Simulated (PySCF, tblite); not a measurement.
# C₆H₁₄BNSi: geometry, infrared bands and NMR shifts

Aim: predict the infrared bands and NMR shifts of C₆H₁₄BNSi (`CB(C)N(C)[SiH2]C1C=C1`).

The runs use tblite 0.8.0 and PySCF 2.14.0, with density-fitted response routines of our own; the level of theory stands in each step. All values are computed, except where a source is named. Atoms are numbered from 0 throughout.

### Step 1. The starting structure

23 atoms, charge 0, multiplicity 1; geometry from: force field or distance geometry start.

Bonds of the start (Å): C0–B1 1.60, B1–C2 1.61, B1–N3 1.53, N3–C4 1.44, N3–Si5 1.77, Si5–C6 1.87, C6–C7 1.48, C7–C8 1.33, C8–C6 1.49, C0–H9 1.10, C0–H10 1.11, C0–H11 1.11, C2–H12 1.11, C2–H13 1.09, C2–H14 1.13, C4–H15 1.10, C4–H16 1.11, C4–H17 1.11, Si5–H18 1.47, Si5–H19 1.49, C6–H20 1.10, C7–H21 1.10, C8–H22 1.10.

### Step 2. Relaxing the molecule with GFN2-xTB

Job settings and geometry (Å):

```
{"job": {"kind": "relax", "xc": "GFN2-xTB", "basis": "xTB"}, "charge": 0, "multiplicity": 1}
C      1.508700    -1.329000     0.830000
B      1.220800     0.196400     0.455000
C      2.561700     1.091000     0.552700
N      0.345100     0.608000    -0.724600
C      1.028600     0.156000    -1.909500
Si    -1.287100    -0.068200    -0.701100
C     -2.304900     0.572400     0.730500
C     -3.757000     0.348400     0.530100
C     -3.171900    -0.403300     1.457600
H      2.412800    -1.634300     0.284800
H      0.680800    -2.001600     0.513500
H      1.678100    -1.456200     1.916800
H      2.868800     1.338200    -0.486800
H      3.340900     0.600000     1.130600
H      2.332100     2.093100     1.020700
H      0.250800    -0.113900    -2.635000
H      1.686600    -0.702700    -1.648900
H      1.689400     0.954500    -2.293800
H     -2.022500     0.341700    -1.903300
H     -1.284200    -1.548600    -0.555800
H     -1.975400     1.496100     1.239600
H     -4.639900     0.650400    -0.043900
H     -3.166900    -1.161500     2.250900
```

Command:

```sh
> OMP_NUM_THREADS=1 python probes_run.py task.json out
```

The driver reads the jobs from task.json and runs them one after another.

**Question.** This job is followed by: GFN2-xTB harmonic vibrations, gas phase; GIAO PBE0/pcSseg-1 NMR shielding, non-relativistic, gas phase. Predict these results of the whole session: strongest single infrared mode (GFN2-xTB); zero-point energy (GFN2-xTB); ¹³C shifts against TMS (PBE0/pcSseg-1, means over atoms taken as alike); ¹H shifts against TMS (PBE0/pcSseg-1, means over atoms taken as alike); ¹¹B shifts against BF3·OEt2 (PBE0/pcSseg-1); ¹⁵N shifts against NH3 (PBE0/pcSseg-1); ²⁹Si shifts against TMS (PBE0/pcSseg-1); surface potential, 1st and 99th percentile.

The runs gave:

```
                                                               quantity                             value
                              strongest single infrared mode (GFN2-xTB)             2180 cm⁻¹, 446 km/mol
                                           zero-point energy (GFN2-xTB)                    115.0 kcal/mol
¹³C shifts against TMS (PBE0/pcSseg-1, means over atoms taken as alike)         118.3, 40.8, 8.4, 5.8 ppm
 ¹H shifts against TMS (PBE0/pcSseg-1, means over atoms taken as alike)  7.30, 4.58, 3.04, 0.57, 0.56 ppm
                            ¹¹B shifts against BF3·OEt2 (PBE0/pcSseg-1)                          51.1 ppm
                                 ¹⁵N shifts against NH3 (PBE0/pcSseg-1)                         109.6 ppm
                                ²⁹Si shifts against TMS (PBE0/pcSseg-1)                         -12.9 ppm
                                  surface potential, 1st and 99th percentile                -0.39 V and 1.15 V
```

**Reading.** Over 144 steps the energy fell by 1.713 eV; of the close pairs, B1–N3 changed most, 1.526 to 1.409 Å. The lowest mode is slightly imaginary (16i cm⁻¹), a soft motion within the noise of the Hessian, so the minimum is not strictly shown. The strongest single mode, at 2180 cm⁻¹, moves mainly H19 and H18. Unscaled tight-binding wavenumbers are off by several per cent, some by more. Its intensities can rank the bands wrongly. C7, C8 (mean) (alkene CH) lies farthest downfield among carbon, at 118.3 ppm; an sp2 carbon of a C=C bond. H21, H22 (mean) (hydrogen on an alkene CH) lies farthest downfield among hydrogen, at 7.30 ppm; attached to an sp2 carbon and in the plane of the double bond. At PBE0/pcSseg-1: The widest tensor belongs to C7, C8: span 259 ppm, with a paramagnetic part of -190 ppm.
